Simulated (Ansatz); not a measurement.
# CH4F2Si (SMILES C[SiH](F)F): wB97M-V/cc-pVDZ

What is the electronic atomisation energy of CH4F2Si at wB97M-V/cc-pVDZ? 

The results are computed with Ansatz 0.2.0.

61 further runs of the same task are left out: 1 that didn't finish, 60 set aside as unsound or not needed.

**1. Starting point**

CH4F2Si: 8 atoms, total charge 0, spin state singlet. SMILES: `C[SiH](F)F`. The coordinates come from a PBE0-D4/def2-TZVP relaxation.

Bond lengths: C1–Si2 1.840 Å, Si2–F3 1.591 Å, Si2–F4 1.591 Å, C1–H5 1.092 Å, C1–H6 1.093 Å, C1–H7 1.093 Å, Si2–H8 1.477 Å. Some angles: C1–Si2–F3 109.8°, C1–Si2–F4 109.8°, F3–Si2–F4 106.8°, C1–Si2–H8 114.8°, F3–Si2–H8 107.6°, F4–Si2–H8 107.6°, Si2–C1–H5 110.7°, Si2–C1–H6 110.6°, Si2–C1–H7 110.6°, H5–C1–H6 108.3°.

**2. The energy at wB97M-V/cc-pVDZ**

molecule.yaml

```yaml
crystal:
  periodic: [false, false, false]
  atoms:
    - {symbol: C, position_ang: [-0.387100, 0.881700, -0.174700]}
    - {symbol: Si, position_ang: [0.329300, -0.775200, 0.180600]}
    - {symbol: F, position_ang: [1.916300, -0.678300, 0.226700]}
    - {symbol: F, position_ang: [-0.035400, -1.783900, -0.994000]}
    - {symbol: H, position_ang: [-0.013400, 1.269000, -1.125400]}
    - {symbol: H, position_ang: [-0.122700, 1.591000, 0.613300]}
    - {symbol: H, position_ang: [-1.476800, 0.824400, -0.231400]}
    - {symbol: H, position_ang: [-0.118100, -1.385700, 1.449000]}
basis:
  gaussian:
    orbitals: cc-pVDZ
total_charge: 0
magnetization:
  spin_polarized: false
  initial_magnetization: 0
hamiltonian:
  xc: {name: wB97M-V}
accuracy: high
output: {orbitals: {seedname: orbitals}}
```

Command:

```
$ ansatz run molecule.yaml --threads 1 --pin off --max-ram 3480MiB --events-out events.jsonl --progress --plain --runs-dir runs
```

The log of the run:

```text
Warning: RAYON_NUM_THREADS=1 ignored (pool sized by the plan → 1); use --threads N
Functional definition: wB97M-V
  name "wB97M-V"
  parameter omega = 0.3/bohr
  parameter cx = 0.15
  parameter cx01 = 1.007
  parameter cx10 = 0.259
  parameter css00 = 0.443
  parameter css04 = -1.437
  parameter css10 = -4.535
  parameter css20 = -3.390
  parameter css43 = 4.278
  parameter cos00 = 1.000
  parameter cos10 = 1.358
  parameter cos20 = 2.924
  parameter cos21 = -8.812
  parameter cos60 = -1.390
  parameter cos61 = 9.142
  parameter b = 6.0
  parameter c = 0.01
  gx(w, u) = 1 - cx + cx01*u + cx10*w
  gss(w, u) = css00 + css04*u^4 + css10*w + css20*w^2 + css43*w^4*u^3
  gos(w, u) = cos00 + cos10*w + (cos20 + cos21*u)*w^2 + (cos60 + cos61*u)*w^6
  exchange = spin_sum(e_x_unif_sr(omega)*gx(b97_w, b97_u_x)) + cx*exact_x_sr(omega) + exact_x_lr(omega)
  correlation = spin_sum(e_c_pw_mod_same_spin*gss(b97_w, b97_u_same))
      + integral(e_c_pw_mod_opposite_spin*gos(b97_w_opposite, b97_u_opposite)) + vv10(b, c)
1820 factors; integrals over basis functions are off by at most 3.9e-9 eV
333 factors; integrals over basis functions are off by at most 2.0e-9 eV
mean field evaluation 1: about -14410.6457 eV, gradient 4.5e1 eV
mean field evaluation 2: about -14411.6497 eV, gradient 4.2e1 eV
mean field evaluation 4: about -14414.3562 eV, gradient 1.2e0 eV
mean field evaluation 8: about -14414.4561 eV, gradient 2.1e-2 eV
mean field evaluation 16: about -14414.4561 eV, gradient 1.6e-5 eV
mean field -14414.45613328 eV, -529.7214924289 hartree, gradient 3.4e-8 eV, S^2 0.000000; 0 other end points of the search recorded, 0 dependent functions left out
reference -14414.45613743 eV, -529.7214925814 hartree; 21, 21 occupied and 59, 59 virtual orbitals, 1820 factors
Total energy: -14414.45613743 eV, -529.7214925814 hartree
```

It took 67 s on 1 thread of Arm Neoverse V1, shared host; peak memory 0.49 GiB.

**3. The C atom, same level**

molecule.yaml

```yaml
crystal:
  periodic: [false, false, false]
  atoms:
    - {symbol: C, position_ang: [0.000000, 0.000000, 0.000000]}
basis:
  gaussian:
    orbitals: cc-pVDZ
magnetization:
  spin_polarized: true
  initial_magnetization: 2
hamiltonian:
  xc: {name: wB97M-V}
accuracy: high
```

Run the same way, it converges to -37.83841 Eh (log not shown).

**4. The F atom**

in.yaml

```yaml
crystal:
  periodic: [false, false, false]
  atoms:
    - {symbol: F, position_ang: [0.000000, 0.000000, 0.000000]}
basis:
  gaussian: {orbitals: cc-pVDZ}
magnetization: {spin_polarized: true, initial_magnetization: 1}
hamiltonian: {xc: {name: wB97M-V}}
accuracy: high
```

Command:

```
$ ansatz run in.yaml --threads 1 --pin off --max-ram 3480MiB --events-out events.jsonl --progress --plain --runs-dir runs
```

The log of the run (excerpt; [...] marks lines left out):

```text
Warning: RAYON_NUM_THREADS=1 ignored (pool sized by the plan → 1); use --threads N
Functional definition: wB97M-V
  name "wB97M-V"
[...]
  gx(w, u) = 1 - cx + cx01*u + cx10*w
  gss(w, u) = css00 + css04*u^4 + css10*w + css20*w^2 + css43*w^4*u^3
  gos(w, u) = cos00 + cos10*w + (cos20 + cos21*u)*w^2 + (cos60 + cos61*u)*w^6
[...]
      + integral(e_c_pw_mod_opposite_spin*gos(b97_w_opposite, b97_u_opposite)) + vv10(b, c)
96 factors; integrals over basis functions are off by at most 1.7e-9 eV
51 factors; integrals over basis functions are off by at most 3.6e-10 eV
[...]
mean field -2713.04108653 eV, -99.7024209646 hartree, gradient 2.7e-8 eV, S^2 0.750946; 0 other end points of the search recorded, 0 dependent functions left out
reference -2713.04108711 eV, -99.7024209861 hartree; 5, 4 occupied and 9, 10 virtual orbitals, 96 factors
Total energy: -2713.04108711 eV, -99.7024209861 hartree
```

Wall time 2.2 s (1 thread of Arm Neoverse V1, shared host); peak memory 0.16 GiB.

**5. The H atom**

job.yaml

```yaml
crystal:
  periodic: [false, false, false]
  atoms:
    - symbol: H
      position_ang: [0.000000, 0.000000, 0.000000]
basis:
  gaussian: {orbitals: cc-pVDZ}
magnetization: {spin_polarized: true, initial_magnetization: 1}
hamiltonian: {xc: {name: wB97M-V}}
accuracy: high
```

Run the same way, it converges to -0.49171 Eh (log not shown).

**6. The Si atom, same level**

molecule.yaml

```yaml
crystal:
  periodic: [false, false, false]
  atoms:
    - symbol: Si
      position_ang: [0.000000, 0.000000, 0.000000]
basis:
  gaussian: {orbitals: cc-pVDZ}
total_charge: 0
magnetization: {spin_polarized: true, initial_magnetization: 2}
hamiltonian: {xc: {name: wB97M-V}}
accuracy: high
```

Run the same way, it converges to -289.35038 Eh (log not shown).

**7. What came out**

At wB97M-V/cc-pVDZ:

| quantity | value |
| --- | --- |
| molecule: total energy | -529.72149 Eh |
| molecule: HOMO energy | -11.48 eV |
| molecule: LUMO energy | 3.55 eV |
| molecule: HOMO–LUMO gap | 15.03 eV |
| C atom: total energy | -37.83841 Eh |
| C atom: ⟨S²⟩ | 2.001 |
| F atom: total energy | -99.70242 Eh |
| F atom: ⟨S²⟩ | 0.751 |
| H atom: total energy | -0.49171 Eh |
| H atom: ⟨S²⟩ | 0.750 |
| Si atom: total energy | -289.35038 Eh |
| Si atom: ⟨S²⟩ | 2.001 |
| electronic atomisation energy | 31.593 eV |

**Reading.** Taking the molecule apart into free atoms costs 31.59 eV (3048 kJ/mol), before zero-point energy and without spin-orbit coupling.
